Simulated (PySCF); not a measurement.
# TiSi: bond curves at several levels of theory

One table from this session's results is given with a row withheld; the runs are named, their logs left out.

Computed with PySCF 2.14.0. Level: Ti def2-TZVPPD, Si def2-TZVPPD, no relativity.

Set-up of the first run:

The job is set up so:

```json
{
 "atoms": "Ti, Si",
 "charge": "0",
 "basis": "Ti def2-TZVPPD, Si def2-TZVPPD",
 "Hamiltonian": "no relativity",
 "basis functions": "115",
 "electrons treated": "36",
 "masses in u": "47.9479, 27.9769",
 "levels": "PBE0, PBE, r²SCAN, M06-2X, TPSS, PW91, revPBE, LDA, ωB97X-V, HF, MP2, SCS-MP2",
 "grid": "80 radial by 434 angular points",
 "occupations": "held fixed by the projection of orbital angular momentum",
 "dissociation limit": "Ti + Si, each in its ground configuration",
 "starting distance in angstrom": "2.380",
 "values of 2S to try": "0, 2, 4, 6"
}
```

The run is started by

```
OMP_NUM_THREADS=2 python dia.py task.json out
```

Steps of the session up to this table: Input; The PBE0 curve of the state that the search chose; Higher solutions at PBE0; PBE (GGA); r²SCAN (meta-GGA); M06-2X; TPSS; PW91; revPBE (GGA); LDA; ωB97X-V; ROHF.

One of the session's tables, all rows but one given; the rest of the session is left out.

It belongs to the step «The curves together». Energy (eV) from each level's lowest point:

```
R (Å)   ROHF  ROHF-MP2  ROHF-SCS-MP2    LDA    PBE
2.088  1.389     0.695         0.879  0.675  0.827
2.185  0.816     0.300         0.432  0.280  0.380
2.282  0.440     0.089         0.171  0.071  0.127
2.355      ?         ?             ?      ?      ?
2.428  0.129     0.000         0.010  0.000  0.000
2.501  0.052     0.023         0.000  0.040  0.016
2.598  0.004     0.099         0.037  0.146  0.093
2.719  0.000     0.242         0.137  0.335  0.250
2.865  0.040     0.447         0.299  0.607  0.490
3.059  0.122     0.722         0.530  0.998  0.844
```

**Question.** Estimate the row for R (Å) = 2.355.

Worked estimate for «ROHF». A straight line through the neighbours (2.282, 0.440) and (2.428, 0.129) gives 0.440 + (0.129 − 0.440) × (2.355 − 2.282) / (2.428 − 2.282) = 0.284; a parabola fitted to 4 rows on both sides gives 0.250.

**Answer.** ROHF: 0.253; ROHF-MP2: 0.018; ROHF-SCS-MP2: 0.062; LDA: 0.006; PBE: 0.032. In «ROHF» the line misses by +0.031 and the parabola by -0.003.

Caveats from the session: The state is the lowest single determinant that the PBE0 search found; with open d or f shells the true ground state can be another one.
